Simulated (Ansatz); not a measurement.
# Si: a point defect seen from the nuclei (P on a Si site), part 2 of 2

Aim: the field gradients at and around a point defect: P on a Si site in Si, cell charge +1. The cell is a supercell built from an entry of the Crystallography Open Database (COD) (the entry's cell lengths or inner coordinates differ somewhat from later room-temperature determinations). Planned: a single point, then a relaxation.

Ansatz 0.2.0; DFT, PBE, plane-wave PAW, default files, scalar-relativistic. Earlier steps stand in the parts before.

## (3) Ions relaxed

The COD entry's cell or inner coordinates are ideal or old and differ from later refinements, so a difference from it is no clean test against experiment.

File input.yaml:

```yaml
crystal:
  lattice:
    - [0.0, 8.14068, 8.14068]
    - [8.14068, 0.0, 8.14068]
    - [8.14068, 8.14068, 0.0]
  atoms:
    - { symbol: P, position: [0.25, 0.25, 0.25] }
    - { symbol: Si, position: [0.25, 0.25, 0.5833333333] }
    - { symbol: Si, position: [0.25, 0.25, 0.9166666667] }
    - { symbol: Si, position: [0.25, 0.5833333333, 0.25] }
    - { symbol: Si, position: [0.25, 0.5833333333, 0.5833333333] }
    - { symbol: Si, position: [0.25, 0.5833333333, 0.9166666667] }
    - { symbol: Si, position: [0.25, 0.9166666667, 0.25] }
    - { symbol: Si, position: [0.25, 0.9166666667, 0.5833333333] }
    - { symbol: Si, position: [0.25, 0.9166666667, 0.9166666667] }
    - { symbol: Si, position: [0.5833333333, 0.25, 0.25] }
    - { symbol: Si, position: [0.5833333333, 0.25, 0.5833333333] }
    - { symbol: Si, position: [0.5833333333, 0.25, 0.9166666667] }
    - { symbol: Si, position: [0.5833333333, 0.5833333333, 0.25] }
    - { symbol: Si, position: [0.5833333333, 0.5833333333, 0.5833333333] }
    - { symbol: Si, position: [0.5833333333, 0.5833333333, 0.9166666667] }
    - { symbol: Si, position: [0.5833333333, 0.9166666667, 0.25] }
    - { symbol: Si, position: [0.5833333333, 0.9166666667, 0.5833333333] }
    - { symbol: Si, position: [0.5833333333, 0.9166666667, 0.9166666667] }
    - { symbol: Si, position: [0.9166666667, 0.25, 0.25] }
    - { symbol: Si, position: [0.9166666667, 0.25, 0.5833333333] }
    - { symbol: Si, position: [0.9166666667, 0.25, 0.9166666667] }
    - { symbol: Si, position: [0.9166666667, 0.5833333333, 0.25] }
    - { symbol: Si, position: [0.9166666667, 0.5833333333, 0.5833333333] }
    - { symbol: Si, position: [0.9166666667, 0.5833333333, 0.9166666667] }
    - { symbol: Si, position: [0.9166666667, 0.9166666667, 0.25] }
    - { symbol: Si, position: [0.9166666667, 0.9166666667, 0.5833333333] }
    - { symbol: Si, position: [0.9166666667, 0.9166666667, 0.9166666667] }
    - { symbol: Si, position: [0.1666666667, 0.1666666667, 0.1666666667] }
    - { symbol: Si, position: [0.1666666667, 0.1666666667, 0.5] }
    - { symbol: Si, position: [0.1666666667, 0.1666666667, 0.8333333333] }
    - { symbol: Si, position: [0.1666666667, 0.5, 0.1666666667] }
    - { symbol: Si, position: [0.1666666667, 0.5, 0.5] }
    - { symbol: Si, position: [0.1666666667, 0.5, 0.8333333333] }
    - { symbol: Si, position: [0.1666666667, 0.8333333333, 0.1666666667] }
    - { symbol: Si, position: [0.1666666667, 0.8333333333, 0.5] }
    - { symbol: Si, position: [0.1666666667, 0.8333333333, 0.8333333333] }
    - { symbol: Si, position: [0.5, 0.1666666667, 0.1666666667] }
    - { symbol: Si, position: [0.5, 0.1666666667, 0.5] }
    - { symbol: Si, position: [0.5, 0.1666666667, 0.8333333333] }
    - { symbol: Si, position: [0.5, 0.5, 0.1666666667] }
    - { symbol: Si, position: [0.5, 0.5, 0.5] }
    - { symbol: Si, position: [0.5, 0.5, 0.8333333333] }
    - { symbol: Si, position: [0.5, 0.8333333333, 0.1666666667] }
    - { symbol: Si, position: [0.5, 0.8333333333, 0.5] }
    - { symbol: Si, position: [0.5, 0.8333333333, 0.8333333333] }
    - { symbol: Si, position: [0.8333333333, 0.1666666667, 0.1666666667] }
    - { symbol: Si, position: [0.8333333333, 0.1666666667, 0.5] }
    - { symbol: Si, position: [0.8333333333, 0.1666666667, 0.8333333333] }
    - { symbol: Si, position: [0.8333333333, 0.5, 0.1666666667] }
    - { symbol: Si, position: [0.8333333333, 0.5, 0.5] }
    - { symbol: Si, position: [0.8333333333, 0.5, 0.8333333333] }
    - { symbol: Si, position: [0.8333333333, 0.8333333333, 0.1666666667] }
    - { symbol: Si, position: [0.8333333333, 0.8333333333, 0.5] }
    - { symbol: Si, position: [0.8333333333, 0.8333333333, 0.8333333333] }
total_charge: 1
kpoints:
  mp_grid: { grid: [2, 2, 2] }
scf:
  occupations: { method: fermi_dirac, width: 0.01 }
hamiltonian:
  xc: pbe
  pseudopotentials: { kind: paw }
output:
  forces: true
  stress: true
  populations: true
  efg: { contact_densities: true }
relax:
  f_tol: 0.03
  max_steps: 40
```

Run with:

```
$ ansatz run input.yaml --threads 1 --pin off --max-ram 3072MiB --backend cpu --events-out ev --progress --plain --runs-dir out
```

The program printed:

```text
Warning: output.stress: scf.convergence.dr2_threshold = 1e-7 eV (the SCF's general default) is looser than the 5.4e-9 eV advised for a printed stress (1e-10 eV for each atom of the cell: 54). What an SCF threshold leaves in a stress goes as its square root, and in the free energy as the threshold itself, and one threshold admits the most on a small cell: of the crystals measured, under no hybrid functional and no lock of the moments, on runs that ended without the residual-converged pass, on stresses that held no estimate of that error, the worst erred by over 100 MPa in a component at 1e-7 eV an atom and by under 5 at 1e-10. Every solve of this run answers to scf.convergence.dr2_threshold, and the tensor of one is reported: a single SCF on the reported geometry and on this run's grids (its basis.xc_grid and basis.ecutrho_ratio typed), with scf.convergence.dr2_threshold at 5.4e-9 eV or tighter, prints it and tightens no other solve. Else set scf.convergence.dr2_threshold to 5.4e-9 eV or tighter. The threshold is an SCF's pass mark: one that does not reach it within its budget of iterations ends unconverged, or closes short of it on a stop that the run arms, and scf.convergence.dr2_threshold's page says what that costs each kind of run
Warning: RAYON_NUM_THREADS=1 ignored (pool sized by the plan → 1); use --threads N
Engine: ansatz 0.2.0, aarch64-unknown-linux-gnu
Pseudopotentials: kind: paw
Pseudopotential: P, paw, valence charge 5, recommended cutoff 420 eV (normal), P.paw.azcp
Pseudopotential: Si, paw, valence charge 4, recommended cutoff 420 eV (normal), Si.paw.azcp
Functional definition: PBE
  parameter kappa = 0.804
  parameter beta = 0.06672455060314922
  exchange = pbe_x(kappa = kappa, mu = beta*pi^2/3)
  correlation = pbe_c(beta = beta)
Crystal: 54 atoms, lattice volume = 1078.977 Å³
Basis set: ecut = 420 eV, 21187 PW (Γ), exchange–correlation on 160×160×160 points (8 copies of the dense FFT grid, shifted against one another)
Bands: 162, of which v1, the nominal top of the filled ones, is band 108 counted from 1 (107 counted from 0)
Symmetry: 24 space group operations
Space group: F-43m (ITA 216), of the structure as read, at distance tolerance 1.0e-4 Å
k-points: 3 of 8
Non-local potential: P, projectors of the file, l = 0: 2, l = 1: 2, l = 2: 2
Non-local potential: Si, projectors of the file, l = 0: 2, l = 1: 2, l = 2: 2
PAW form: soft (Blöchl's): semilocal exchange-correlation on the pseudo side does not see the compensation charge
PAW one-centre angular grid: P, 110 points (default); XC on 64 Gauss nodes
PAW one-centre angular grid: Si, 110 points (default); XC on 64 Gauss nodes
Initial density: superposition of atomic densities (neutral atoms scaled as one to the charged cell's electrons: chi_scale 0, normalization atom), corrected by the library's trained network
Initial wavefunctions: pseudopotential atomic-orbital guess
Functional: x = pbe(κ = 0.804, μ = 0.2195149727645171), c = pbe(β = 0.06672455060314922)
SCF iter   1: F=—  HF=-34459.483814 eV  |F-HF|=—  |Δ(HF+E_count)|=         —  Δρ=1.24e-3  dr2=4.81e-2  ethr=1.77e-3  ⟨swp⟩=7.7  Hψ=2557  notcnv=0  defer=39
preconditioner: auto → Resta (q_TF=auto, 2.087 Å⁻¹)  ε∞=5.4  [insulator: Δε(μ)=0.483 eV  Ē_g=7.929 eV  σ=0.010 eV  W_gap=1.00  n_scr=168 (ndim 8)  ℏωp=16.6 eV  f_vac=0.000  D(μ)=0.00/eV (n_scr^D=0)  ε∞_Penn≈5.4]
SCF iter   2: F=—  HF=-34459.478480 eV  |F-HF|=—  |Δ(HF+E_count)|=   5.33e-3  Δρ=7.57e-4  dr2=1.36e-2  ethr=2.23e-5  ⟨swp⟩=3.0  Hψ=834  notcnv=0  defer=145
SCF iter   3: F=—  HF=-34459.476784 eV  |F-HF|=—  |Δ(HF+E_count)|=   1.70e-3  Δρ=1.74e-4  dr2=1.07e-3  ethr=6.29e-6  ⟨swp⟩=2.0  Hψ=643  notcnv=0  defer=145
SCF iter   4: F=—  HF=-34459.476799 eV  |F-HF|=—  |Δ(HF+E_count)|=   1.49e-5  Δρ=7.05e-5  dr2=5.82e-5  ethr=4.95e-7  ⟨swp⟩=2.0  Hψ=625  notcnv=0  defer=145
iter 5 did not close the SCF: its close was put off for the readings that it lacked (scf_convergence_deferred on its scf_iter line)
SCF iter   5: F=-34459.476861 eV  HF=-34459.476858 eV  |F-HF|=2.13e-6  |Δ(HF+E_count)|=   5.92e-5  Δρ=1.29e-5  dr2=3.42e-6  ethr=2.69e-8  ⟨swp⟩=2.0  Hψ=665  notcnv=0  defer=145
SCF iter   6: F=-34459.476862 eV  HF=-34459.476862 eV  |F-HF|=1.19e-8  |Δ(HF+E_count)|=   3.17e-6  Δρ=4.05e-6  dr2=3.16e-7  ethr=1.58e-9  ⟨swp⟩=2.7  Hψ=1352  notcnv=0
SCF 1 converged in 6 iterations: F = -34459.476862 eV  dr2 = 3.16e-7
relax step   1: F+E_penalty+E_count = -34459.47686160 eV  Δ(F+E_penalty+E_count) = +0.000e0 eV  max|allowed force component| = 2.851e-1 eV/Å  Δτ_max = 0.0000 Å  (6 SCF iters, dr2 threshold 2.25e-5 eV, accepted)
[... 10 lines left out ...]
relax step   2: F+E_penalty+E_count = -34459.51991775 eV  Δ(F+E_penalty+E_count) = -4.306e-2 eV  max|allowed force component| = 3.373e-2 eV/Å  Δτ_max = 0.0197 Å  (5 SCF iters, dr2 threshold 5.08e-6 eV, accepted)
[... 7 lines left out ...]
relax step   3: F+E_penalty+E_count = -34459.52170320 eV  Δ(F+E_penalty+E_count) = -1.785e-3 eV  max|allowed force component| = 1.300e-2 eV/Å  Δτ_max = 0.0036 Å  (5 SCF iters, accepted)
NSCF: frozen V_eff on 3 k-points
the band table was solved once a step of the walk had ended and its energy, with any forces and stress, was formed, with the checks that follow a solve (2830 applications of the Hamiltonian). They found nothing against the state; the energy, forces and stress were not computed again (output.eigenvalues in the input reference)
SCF converged after 5 iterations
Free energy (F): -34459.521703 eV
Harris-Foulkes:  -34459.521703 eV  (|F-HF|=4.51e-9)
Internal energy: -34459.521703 eV  (E = F + TS)
E sigma→0 (E₀):  -34459.521703 eV
Fermi energy:    6.498181 eV
--- Per-component energies (eV) ---
[... 15 lines left out ...]
--- Forces (eV/Å), atoms counted from 1 ---
  atom   1  P     -0.00000000     0.00000000     0.00000000
  atom   2  Si     0.00000832     0.00000832     0.00324036
  atom   3  Si    -0.00000832    -0.00000832     0.00324036
  atom   4  Si     0.00000832     0.00324036     0.00000832
  atom   5  Si     0.00291214    -0.00291214    -0.00291214
  atom   6  Si    -0.00324036    -0.00000832     0.00000832
[... 48 lines left out ...]
  max |Σ_I F_I| component: 7.12e-17 eV/Å
--- Stress (GPa, compression-positive) ---
        2.375774       0.000000      -0.000000
        0.000000       2.375774       0.000000
       -0.000000       0.000000       2.375774
  P = ⅓ Tr σ = 2.3758 GPa (23.758 kbar)
--- PAW observables at the nuclei: V_zz in 10²¹ V/m², potentials from the cell's mean, atoms counted from 1 ---
  atom   1  P  V_zz =    +0.000000   η = 0.0000   by run symmetry: forbidden
            electrostatic potential = -1491.885653 V   contact ρ = 16019.417534 e/Å³
  atom   2  Si V_zz =    +0.860078   η = 0.4808   by run symmetry: allowed
            electrostatic potential = -1358.489932 V   contact ρ = 12810.509356 e/Å³
  atom   3  Si V_zz =    +0.860078   η = 0.4808   by run symmetry: allowed
            electrostatic potential = -1358.489932 V   contact ρ = 12810.509356 e/Å³
  atom   4  Si V_zz =    +0.860078   η = 0.4808   by run symmetry: allowed
            electrostatic potential = -1358.489932 V   contact ρ = 12810.509356 e/Å³
  atom   5  Si V_zz =    -0.131121   η = 0.0000   by run symmetry: allowed
            electrostatic potential = -1358.616018 V   contact ρ = 12810.405240 e/Å³
  atom   6  Si V_zz =    +0.860078   η = 0.4808   by run symmetry: allowed
            electrostatic potential = -1358.489932 V   contact ρ = 12810.509356 e/Å³
  atom   7  Si V_zz =    +0.860078   η = 0.4808   by run symmetry: allowed
            electrostatic potential = -1358.489932 V   contact ρ = 12810.509356 e/Å³
  atom   8  Si V_zz =    +0.860078   η = 0.4808   by run symmetry: allowed
            electrostatic potential = -1358.489932 V   contact ρ = 12810.509356 e/Å³
  atom   9  Si V_zz =    -0.132078   η = 0.0000   by run symmetry: allowed
            electrostatic potential = -1358.617841 V   contact ρ = 12810.395029 e/Å³
  atom  10  Si V_zz =    +0.860078   η = 0.4808   by run symmetry: allowed
            electrostatic potential = -1358.489932 V   contact ρ = 12810.509356 e/Å³
  atom  11  Si V_zz =    -0.131121   η = 0.0000   by run symmetry: allowed
            electrostatic potential = -1358.616018 V   contact ρ = 12810.405240 e/Å³
  atom  12  Si V_zz =    +0.860078   η = 0.4808   by run symmetry: allowed
            electrostatic potential = -1358.489932 V   contact ρ = 12810.509356 e/Å³
  atom  13  Si V_zz =    -0.131121   η = 0.0000   by run symmetry: allowed
            electrostatic potential = -1358.616018 V   contact ρ = 12810.405240 e/Å³
  atom  14  Si V_zz =    -0.131121   η = 0.0000   by run symmetry: allowed
            electrostatic potential = -1358.616018 V   contact ρ = 12810.405240 e/Å³
  atom  15  Si V_zz =    -0.115155   η = 0.6766   by run symmetry: allowed
            electrostatic potential = -1358.631880 V   contact ρ = 12810.393682 e/Å³
  atom  16  Si V_zz =    +0.860078   η = 0.4808   by run symmetry: allowed
            electrostatic potential = -1358.489932 V   contact ρ = 12810.509356 e/Å³
  atom  17  Si V_zz =    -0.115155   η = 0.6766   by run symmetry: allowed
            electrostatic potential = -1358.631880 V   contact ρ = 12810.393682 e/Å³
  atom  18  Si V_zz =    -0.115155   η = 0.6766   by run symmetry: allowed
            electrostatic potential = -1358.631880 V   contact ρ = 12810.393682 e/Å³
  atom  19  Si V_zz =    +0.860078   η = 0.4808   by run symmetry: allowed
            electrostatic potential = -1358.489932 V   contact ρ = 12810.509356 e/Å³
  atom  20  Si V_zz =    +0.860078   η = 0.4808   by run symmetry: allowed
            electrostatic potential = -1358.489932 V   contact ρ = 12810.509356 e/Å³
  atom  21  Si V_zz =    -0.132078   η = 0.0000   by run symmetry: allowed
            electrostatic potential = -1358.617841 V   contact ρ = 12810.395029 e/Å³
  atom  22  Si V_zz =    +0.860078   η = 0.4808   by run symmetry: allowed
            electrostatic potential = -1358.489932 V   contact ρ = 12810.509356 e/Å³
  atom  23  Si V_zz =    -0.115155   η = 0.6766   by run symmetry: allowed
            electrostatic potential = -1358.631880 V   contact ρ = 12810.393682 e/Å³
  atom  24  Si V_zz =    -0.115155   η = 0.6766   by run symmetry: allowed
            electrostatic potential = -1358.631880 V   contact ρ = 12810.393682 e/Å³
  atom  25  Si V_zz =    -0.132078   η = 0.0000   by run symmetry: allowed
            electrostatic potential = -1358.617841 V   contact ρ = 12810.395029 e/Å³
  atom  26  Si V_zz =    -0.115155   η = 0.6766   by run symmetry: allowed
            electrostatic potential = -1358.631880 V   contact ρ = 12810.393682 e/Å³
  atom  27  Si V_zz =    -0.132078   η = 0.0000   by run symmetry: allowed
            electrostatic potential = -1358.617841 V   contact ρ = 12810.395029 e/Å³
  atom  28  Si V_zz =    +4.902463   η = 0.0000   by run symmetry: allowed
            electrostatic potential = -1357.897663 V   contact ρ = 12811.280303 e/Å³
  atom  29  Si V_zz =    +4.902463   η = 0.0000   by run symmetry: allowed
            electrostatic potential = -1357.897663 V   contact ρ = 12811.280303 e/Å³
  atom  30  Si V_zz =    +0.621620   η = 0.8202   by run symmetry: allowed
            electrostatic potential = -1358.492608 V   contact ρ = 12810.534238 e/Å³
  atom  31  Si V_zz =    +4.902463   η = 0.0000   by run symmetry: allowed
            electrostatic potential = -1357.897663 V   contact ρ = 12811.280303 e/Å³
  atom  32  Si V_zz =    -0.206456   η = 0.8606   by run symmetry: allowed
            electrostatic potential = -1358.604752 V   contact ρ = 12810.396018 e/Å³
  atom  33  Si V_zz =    -0.206456   η = 0.8606   by run symmetry: allowed
            electrostatic potential = -1358.604752 V   contact ρ = 12810.396018 e/Å³
  atom  34  Si V_zz =    +0.621620   η = 0.8202   by run symmetry: allowed
            electrostatic potential = -1358.492608 V   contact ρ = 12810.534238 e/Å³
  atom  35  Si V_zz =    -0.206456   η = 0.8606   by run symmetry: allowed
            electrostatic potential = -1358.604752 V   contact ρ = 12810.396018 e/Å³
  atom  36  Si V_zz =    +0.621620   η = 0.8202   by run symmetry: allowed
            electrostatic potential = -1358.492608 V   contact ρ = 12810.534238 e/Å³
  atom  37  Si V_zz =    +4.902463   η = 0.0000   by run symmetry: allowed
            electrostatic potential = -1357.897663 V   contact ρ = 12811.280303 e/Å³
  atom  38  Si V_zz =    -0.206456   η = 0.8606   by run symmetry: allowed
            electrostatic potential = -1358.604752 V   contact ρ = 12810.396018 e/Å³
  atom  39  Si V_zz =    -0.206456   η = 0.8606   by run symmetry: allowed
            electrostatic potential = -1358.604752 V   contact ρ = 12810.396018 e/Å³
  atom  40  Si V_zz =    -0.206456   η = 0.8606   by run symmetry: allowed
            electrostatic potential = -1358.604752 V   contact ρ = 12810.396018 e/Å³
  atom  41  Si V_zz =    +0.000000   η = 0.0000   by run symmetry: forbidden
            electrostatic potential = -1358.637276 V   contact ρ = 12810.377449 e/Å³
  atom  42  Si V_zz =    -0.206456   η = 0.8606   by run symmetry: allowed
            electrostatic potential = -1358.604752 V   contact ρ = 12810.396018 e/Å³
  atom  43  Si V_zz =    -0.206456   η = 0.8606   by run symmetry: allowed
            electrostatic potential = -1358.604752 V   contact ρ = 12810.396018 e/Å³
  atom  44  Si V_zz =    -0.206456   η = 0.8606   by run symmetry: allowed
            electrostatic potential = -1358.604752 V   contact ρ = 12810.396018 e/Å³
  atom  45  Si V_zz =    +0.040317   η = 0.0000   by run symmetry: allowed
            electrostatic potential = -1358.635304 V   contact ρ = 12810.401652 e/Å³
  atom  46  Si V_zz =    +0.621620   η = 0.8202   by run symmetry: allowed
            electrostatic potential = -1358.492608 V   contact ρ = 12810.534238 e/Å³
  atom  47  Si V_zz =    -0.206456   η = 0.8606   by run symmetry: allowed
            electrostatic potential = -1358.604752 V   contact ρ = 12810.396018 e/Å³
  atom  48  Si V_zz =    +0.621620   η = 0.8202   by run symmetry: allowed
            electrostatic potential = -1358.492608 V   contact ρ = 12810.534238 e/Å³
  atom  49  Si V_zz =    -0.206456   η = 0.8606   by run symmetry: allowed
            electrostatic potential = -1358.604752 V   contact ρ = 12810.396018 e/Å³
  atom  50  Si V_zz =    -0.206456   η = 0.8606   by run symmetry: allowed
            electrostatic potential = -1358.604752 V   contact ρ = 12810.396018 e/Å³
  atom  51  Si V_zz =    +0.040317   η = 0.0000   by run symmetry: allowed
            electrostatic potential = -1358.635304 V   contact ρ = 12810.401652 e/Å³
  atom  52  Si V_zz =    +0.621620   η = 0.8202   by run symmetry: allowed
            electrostatic potential = -1358.492608 V   contact ρ = 12810.534238 e/Å³
  atom  53  Si V_zz =    +0.040317   η = 0.0000   by run symmetry: allowed
            electrostatic potential = -1358.635304 V   contact ρ = 12810.401652 e/Å³
  atom  54  Si V_zz =    +0.040317   η = 0.0000   by run symmetry: allowed
            electrostatic potential = -1358.635304 V   contact ρ = 12810.401652 e/Å³
--- Band table (eV) ---
[... 3 lines left out ...]
--- Relaxed structure (3 steps of the walk, 3 accepted, 0 SCFs on fresh bases) ---
  F+E_penalty+E_count = -34459.52170320 eV   max|allowed force component| = 1.300e-2 eV/Å
  atoms:
[... 54 lines left out ...]
--- Löwdin populations: 54 sites ---
  site symbol       q [e]
[... 54 lines left out ...]
  spilling = 0.009340 (of n_electrons = 216.000000)
```

Run time: 1.9 min. Hardware: 1 thread of Arm Neoverse V2, shared host; peak memory 1.7 GiB.

Relaxation path:

```tsv
step	energy change (eV)	largest force component (eV/Å)
1	0.0000	0.285
2	-0.0431	0.034
3	-0.0448	0.013
```

Largest displacement: 0.019 Å (atom 4 and its like, Si); mean 0.009 Å.

At the end: gap on the mesh 0.50 eV, largest force 0.023 eV/Å, pressure 2.4 GPa.

Against step 2 (V_zz in 10²¹ V/m²):

```tsv
site	atoms	V_zz, PBE	V_zz, PBE relaxed	η, PBE	η, PBE relaxed
P	1	0.00	0.00	–	–
Si28	28, 29, 31, …	5.01	4.90	0.00	0.00
Si2	2, 3, 4, …	0.73	0.86	0.29	0.48
Si32	32, 33, 35, …	-0.21	-0.21	0.74	0.86
Si15	15, 17, 18, …	-0.078	-0.12	0.72	0.68
Si30	30, 34, 36, …	0.50	0.62	0.81	0.82
Si5	5, 11, 13, …	-0.16	-0.13	0.00	0.00
Si9	9, 21, 25, …	-0.17	-0.13	0.00	0.00
Si45	45, 51, 53, …	0.064	0.040	0.00	0.00
Si41	41	0.00	0.00	–	–
```

The printed gradients, by site:

```tsv
site	atoms	distance from the defect (Å)	V_zz (10²¹ V/m²)	η	C_Q (MHz)
P	1	0.00	0.00	–	–
Si28	28, 29, 31, 37	2.35	4.90	0.00	–
Si2	2, 3, 4, 6, …	3.84	0.86	0.48	–
Si32	32, 33, 35, 38, …	4.51	-0.21	0.86	–
Si15	15, 17, 18, 23, …	5.43	-0.12	0.68	–
Si30	30, 34, 36, 46, …	5.92	0.62	0.82	–
Si5	5, 9, 11, 13, …	6.65	-0.13	0.00	–
Si41	41	7.05	0.00	–	–
Si45	45, 51, 53, 54	7.05	0.040	0.00	–
```

Direction of the V_zz axis (Cartesian unit vector):

```tsv
site	atom	x	y	z
Si2	2	0.66	0.66	0.35
Si5	5	-0.58	0.58	0.58
Si15	15	-0.71	0.71	0.00
Si28	28	0.58	0.58	0.58
Si30	30	0.71	0.71	0.00
Si32	32	-0.18	0.69	0.69
Si45	45	-0.58	0.58	0.58
```

The sizes of the gradients above 0.15 moved by 17 % in the median, 25 % at the site that moves most (small gradients counted from 0.15; Si30, 0.50 to 0.62).

## (4) Outcome

The summary covers parts 1 to 2.

| quantity | value |
| --- | --- |
| state (step 3) | gap on the mesh 0.50 eV, largest force 0.023 eV/Å, pressure 2.4 GPa |
| V_zz by site, step 3 (10²¹ V/m²) | P 0.00, Si28 4.90, Si2 0.86, Si32 -0.21, Si15 -0.12, Si30 0.62, Si5 -0.13, Si41 0.00, … |
| step 3 (ions relaxed) against step 2 | 17 % in the median, 25 % at the site that moves most (small gradients counted from 0.15; Si30, 0.50 to 0.62) |

What this shows: Site Si28 (1 P at 2.35 Å, 3 Si at 2.36 Å) carries the largest gradient. The runs allow no spin. The relaxation kept the symmetry F-43m, so a distorted place of lower energy may have been missed. Relaxing moved atoms by up to 0.02 Å and single gradients by up to 25 % (gradients over 0.15 counted), so small moves matter. The defect repeats with the cell of 54 atoms, so it feels its images: sites between two images don't show the values beside a lone defect, and zeros or small values of η there can come from the images' arrangement. The relaxation keeps the site symmetry -43m of the start, so the impurity can't leave its site; a start off the site could end lower. A uniform background compensates the cell's charge. With a gap of 0.5 eV on this mesh, small gradients can still move by 0.1 × 10²¹ V/m² or more as the k-mesh gets denser.

These are semilocal Kohn-Sham gaps, which aren't the measured quantity. Such gaps usually fall short of the measured ones.
